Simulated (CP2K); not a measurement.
Runs of CP2K 2026.2 on BiTe. The structure is trigonal, space group R-3m (No. 166). Conventional cell: a = 4.845 Å, b = 4.845 Å, c = 9.952 Å, α = 90.00°, β = 90.00°, γ = 120.00°. Bi (site symmetry -3m) has 6 Te at 3.25 Å as nearest neighbours. Te (site symmetry -3m) has 6 Bi at 3.25 Å as nearest neighbours. The cell comes from a database or a generator and needn't be the stable form of this composition.

| task | level | potentials or basis | cell | smearing | EPS_DEFAULT | NGRIDS | CUTOFF of the grids | points a segment of the path (NPOINTS) | bands added on the path | gap on the mesh (eV) | pressure (GPa) |
| --- | --- | --- | --- | --- | --- | --- | --- | --- | --- | --- | --- |
| single point | PBEsol | POTENTIAL_UZH Bi GTH-PBE-q5, Te GTH-PBE-q6; TZVP-MOLOPT-PBE-GTH basis | atoms moved at random, drawn with an rms of 0.05 Å | fermi-dirac 0.05 eV | 1.0E-10 | 4 | 450 Ry | - | - | none | -0.4 |
| band structure | PBEsol | POTENTIAL_UZH Bi GTH-PBE-q5, Te GTH-PBE-q6; TZVP-MOLOPT-PBE-GTH basis | as given | fermi-dirac 0.05 eV | 1.0E-9 | 5 | 450 Ry | 8 | 4 | none | -0.5 |
| band structure | LDA | GTH_POTENTIALS Bi GTH-PADE-q5, Te GTH-PADE-q6; TZVP-MOLOPT-PBE-GTH basis | as given | fermi-dirac 0.05 eV | 1.0E-9 | 5 | 450 Ry | 8 | 2 | none | -3.0 |
| band structure | r2SCAN | POTENTIAL_UZH Bi GTH-SCAN-q5, Te GTH-SCAN-q6; TZVP-MOLOPT-SCAN-GTH basis | as given | fermi-dirac 0.1 eV | 1.0E-10 | 4 | 675 Ry | 8 | 6 | none | (a) |
| single point | PBEsol | POTENTIAL_UZH Bi GTH-PBE-q5, Te GTH-PBE-q6; TZVP-MOLOPT-PBE-GTH basis | as given | fermi-dirac 0.05 eV | 1.0E-10 | 4 | 450 Ry | - | - | none | -0.5 |

Alike in all rows: no spin polarisation; k mesh 7 × 7 × 7.

Q: Fill in the values left out.

A: (a) -1.2.

Caveats: spin-orbit coupling is left out, which moves the levels of the heavy elements; the basis of atomic orbitals isn't converged, which shifts pressures, moduli and gaps; the potentials were made for another functional, which shifts forces and pressure (some runs).

A k mesh can miss the band edges, and the runs leave out spin-orbit coupling on Bi, Te.

A gap of «none» marks a metal or a gap under the smearing width.

Runs at the PBE level aren't shown here.
